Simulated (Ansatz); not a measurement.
Task: a single point in a Gaussian basis of C3H8OSi, SMILES [SiH3]C1CCO1, with the Python package of Ansatz (0.2.0). Give the script and its output. Settings: B97M-V, 6-31G* basis, multiplicity 1.

```tsv
atom	x (Å)	y (Å)	z (Å)
Si	-1.7932	0.2405	-0.6281
C	-0.3382	0.0075	0.5260
C	0.7924	-0.8011	-0.0731
C	1.7742	0.3518	0.4484
O	0.5357	1.1616	0.6740
H	-2.8195	1.2564	-0.0560
H	-1.3805	0.7909	-1.9665
H	-2.5083	-0.9880	-0.8684
H	-0.6704	-0.3281	1.5489
H	0.8506	-0.9196	-1.1233
H	0.9942	-1.7696	0.4387
H	2.2618	0.1511	1.3982
H	2.3216	0.8119	-0.3040
```

`energy_c3h8osi.py`
```python
"""Electronic structure of the C3H8OSi molecule."""

from pathlib import Path
import json

import ansatz as az
import numpy as np

molecule = (
    az.Crystal.molecule()
    .atom("Si", (-1.7932, 0.2405, -0.6281))
    .atom("C", (-0.3382, 0.0075, 0.526))
    .atom("C", (0.7924, -0.8011, -0.0731))
    .atom("C", (1.7742, 0.3518, 0.4484))
    .atom("O", (0.5357, 1.1616, 0.674))
    .atom("H", (-2.8195, 1.2564, -0.056))
    .atom("H", (-1.3805, 0.7909, -1.9665))
    .atom("H", (-2.5083, -0.988, -0.8684))
    .atom("H", (-0.6704, -0.3281, 1.5489))
    .atom("H", (0.8506, -0.9196, -1.1233))
    .atom("H", (0.9942, -1.7696, 0.4387))
    .atom("H", (2.2618, 0.1511, 1.3982))
    .atom("H", (2.3216, 0.8119, -0.304))
)

model = (
    molecule.calculation()
    .basis(gaussian="6-31G*")
    .functional(az.LibraryFunctional("B97M-V"))
    .forces()
    .orbitals()
)
print(model.to_yaml())
res = model.run(threads=1, pin="off", runs_dir="out")
data = res.report

print(f"E = {data['free_energy_ev']:.6f} eV = {data['free_energy_ev'] / 27.211386246:.7f} Ha")
print("converged:", data["converged"], " doubts:", data["published_state_doubts"] or "none")

field = data["mean_field"]
print("<S^2> =", round(abs(field["state"]["spin_squared"]), 4), " all-electron relativity setting:", field["relativity"])
print("passes:", field["passes"])
if "symmetry" in field:
    print("occupied orbitals by irrep:", field["symmetry"]["occupied"])

symbols = [site.symbol for site in molecule.cartesian_sites]
print("forces (eV/A)")
for symbol, f in zip(symbols, data["forces_ev_ang"]):
    print(f"  {symbol:2s} {f[0]:9.4f} {f[1]:9.4f} {f[2]:9.4f}")

charges = data["charge_distribution"]
dipole = np.array(charges["dipole_moment_e_ang"]) * 4.803205
print("dipole (D): {:.3f} {:.3f} {:.3f}, length {:.3f}".format(*dipole, np.linalg.norm(dipole)))
print("atom  Mulliken   Lowdin")
for symbol, m, l in zip(symbols, charges["mulliken_charges_e"], charges["lowdin_charges_e"]):
    print(f"{symbol:4s} {m:9.3f} {l:8.3f}")

lines = Path(data["orbitals_path"]).read_text().splitlines()
field_of = lambda key: [line.split("=")[1].strip() for line in lines if line.startswith(key)]
orbitals = [(27.211386 * float(e), s, float(n)) for e, s, n in zip(field_of("Ene="), field_of("Spin="), field_of("Occup="))]
homo = max(e for e, _, n in orbitals if n > 0.5)
lumo = min(e for e, _, n in orbitals if n < 0.5)
print(f"HOMO {homo:.3f} eV, LUMO {lumo:.3f} eV, gap {lumo - homo:.3f} eV")
with open("c3h8osi.json", "w") as handle:
    json.dump({k: data[k] for k in ("free_energy_ev", "reference_energy_ev", "n_occupied", "n_virtual")}, handle, indent=1)
```

```console
$ python energy_c3h8osi.py
crystal:
  periodic: [false, false, false]
  atoms:
    - { symbol: Si, position_ang: [-1.7932, 0.2405, -0.6281] }
    - { symbol: C, position_ang: [-0.3382, 0.0075, 0.526] }
    - { symbol: C, position_ang: [0.7924, -0.8011, -0.0731] }
    - { symbol: C, position_ang: [1.7742, 0.3518, 0.4484] }
    - { symbol: O, position_ang: [0.5357, 1.1616, 0.674] }
    - { symbol: H, position_ang: [-2.8195, 1.2564, -0.056] }
    - { symbol: H, position_ang: [-1.3805, 0.7909, -1.9665] }
    - { symbol: H, position_ang: [-2.5083, -0.988, -0.8684] }
    - { symbol: H, position_ang: [-0.6704, -0.3281, 1.5489] }
    - { symbol: H, position_ang: [0.8506, -0.9196, -1.1233] }
    - { symbol: H, position_ang: [0.9942, -1.7696, 0.4387] }
    - { symbol: H, position_ang: [2.2618, 0.1511, 1.3982] }
    - { symbol: H, position_ang: [2.3216, 0.8119, -0.304] }
basis:
  gaussian:
    orbitals: "6-31G*"
hamiltonian:
  xc:
    name: B97M-V
output:
  orbitals: {}
  forces: true

E = -13161.007678 eV = -483.6581113 Ha
converged: True  doubts: none
<S^2> = 0.0  all-electron relativity setting: none
passes: {'evaluations': 16, 'products': 13}
occupied orbitals by irrep: [{'A': 24}, {'A': 24}]
forces (eV/A)
  Si   -0.7310    2.1041    0.0978
  C     0.4124    0.2832    0.4489
  C     2.2543   -0.6019    2.8152
  C    -4.4310   -1.2586    0.3274
  O     0.4183    0.1215    0.1331
  H     0.5817   -0.6000   -0.2774
  H     0.1423   -0.1580    0.2349
  H    -0.3433   -0.9486   -0.0460
  H     0.2865   -0.0546   -0.8238
  H    -0.2624   -0.0807   -1.1549
  H    -0.2472    0.3611   -0.6234
  H     0.3630    0.0152   -0.0808
  H     1.5563    0.8172   -1.0509
dipole (D): 1.463 -2.064 -0.009, length 2.530
atom  Mulliken   Lowdin
Si       0.397    0.296
C       -0.008   -0.184
C       -0.394   -0.233
C       -0.023   -0.080
O       -0.534   -0.175
H       -0.098   -0.088
H       -0.089   -0.082
H       -0.078   -0.076
H        0.151    0.131
H        0.184    0.142
H        0.157    0.124
H        0.159    0.113
H        0.175    0.113
HOMO -5.828 eV, LUMO 0.217 eV, gap 6.045 eV
```

It writes `c3h8osi.json`:
```json
{
 "free_energy_ev": -13161.007678457503,
 "reference_energy_ev": -13161.007678457503,
 "n_occupied": [
  24,
  24
 ],
 "n_virtual": [
  71,
  71
 ]
}
```

Total energies depend on the basis set; only differences at equal settings carry meaning. The geometry is a force-field or estimated start, not a minimum of this method, and the basis set is short of its limit. The Löwdin charges here are taken after orthogonalising the functions within each atom; they differ from plain Löwdin charges, and their signs can be unphysical. Levels such as HOMO and LUMO are orbital energies: with these approximate functionals they aren't the ionisation energy and electron affinity, and their gap isn't the fundamental gap. Run time: 21 s on 1 thread of Arm Neoverse V1, with other jobs on the host, peak memory 0.27 GiB.
